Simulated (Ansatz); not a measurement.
**C2H4F2OSi: one species, many methods**

An exercise on one series of results from a longer session: the logs are not shown, and one member is left open.

Method: functionals in def2-TZVPP, the program's frozen cores in correlated methods; program: Ansatz 0.2.0, Gaussian basis.

Plan: PBE-D4, r2SCAN-D4, PBE0-D4, B3LYP-D4, ωB97X-V, ωB97M-V, B2PLYP; CCSD(T)/def2-TZVPP; MP2/def2-QZVPP; extrapolation to the limit.

### The relaxed structure

An earlier PBE0-D4 in a triple-zeta def2 set relaxation fixed the geometry.

10 atoms, charge 0, spin multiplicity 1.

Atoms are counted from 1 here; the program's logs count them from 0.

Bond lengths: C1–Si2 1.833 Å, C1–H7 1.092 Å, C1–H8 1.092 Å, C1–H9 1.092 Å, Si2–F3 1.591 Å, Si2–F4 1.591 Å, Si2–C5 1.914 Å, C5–O6 1.208 Å, C5–H10 1.115 Å. Angles: Si2–C1–H7 110.3°, Si2–C1–H8 110.3°, Si2–C1–H9 110.6°, H7–C1–H8 108.0°, H7–C1–H9 108.7°, H8–C1–H9 108.7°, C1–Si2–F3 111.4°, C1–Si2–F4 111.4°, C1–Si2–C5 112.9°, F3–Si2–F4 106.3°, F3–Si2–C5 107.2°, F4–Si2–C5 107.2°, Si2–C5–O6 119.9°, Si2–C5–H10 120.6°, O6–C5–H10 119.5°.

Set-up of the first run:

File in.yaml:

```yaml
crystal:
  periodic: [false, false, false]
  atoms:
    - {symbol: C, position_ang: [-0.695577, -0.891650, 0.902871]}
    - {symbol: Si, position_ang: [0.455914, -0.319082, -0.403519]}
    - {symbol: F, position_ang: [1.964221, -0.678967, -0.047301]}
    - {symbol: F, position_ang: [0.146744, -1.018933, -1.798512]}
    - {symbol: C, position_ang: [0.376544, 1.571808, -0.688040]}
    - {symbol: O, position_ang: [-0.378220, 2.248566, -0.031819]}
    - {symbol: H, position_ang: [-0.463138, -0.406327, 1.853143]}
    - {symbol: H, position_ang: [-1.724906, -0.640399, 0.638428]}
    - {symbol: H, position_ang: [-0.621285, -1.973382, 1.034117]}
    - {symbol: H, position_ang: [1.022804, 2.057265, -1.456569]}
basis:
  gaussian: {orbitals: def2-TZVPP}
hamiltonian: {xc: pbe, dispersion: d4}
output: {forces: true, orbitals: {seedname: orbitals}}
```

The run is started by

```sh
> ansatz run in.yaml --threads 4 --pin off --events-out ev --progress --plain --max-ram 10444MiB
```

Among the steps run: PBE-D4 (GGA); r2SCAN-D4 (meta-GGA); PBE0-D4 (hybrid); B3LYP-D4 (hybrid); ωB97X-V (range-separated); ωB97M-V (range-separated); B2PLYP (double hybrid); CCSD(T) in def2-TZVPP; MP2 in def2-QZVPP.

One table of the session follows, with a row left open; its other results are not shown here.

```
            method  atomisation energy (kcal/mol)
            PBE-D4                         1029.7
         r2SCAN-D4                         1010.0
           PBE0-D4                         1003.6
          B3LYP-D4                         1003.3
           ωB97X-V                         1009.0
           ωB97M-V                         1009.9
            B2PLYP                          997.7
     HF/def2-TZVPP                          734.1
    MP2/def2-TZVPP                         1011.8
   CCSD/def2-TZVPP                          964.8
CCSD(T)/def2-TZVPP                              ?
           MP2/CBS                         1040.0
       CCSD(T)/CBS                         1009.5
```

Estimate the missing values for CCSD(T)/def2-TZVPP.

**Answer.** atomisation energy (kcal/mol): 981.4. In the column «atomisation energy (kcal/mol)» it lies between CCSD/def2-TZVPP (964.8) and B2PLYP (997.7).
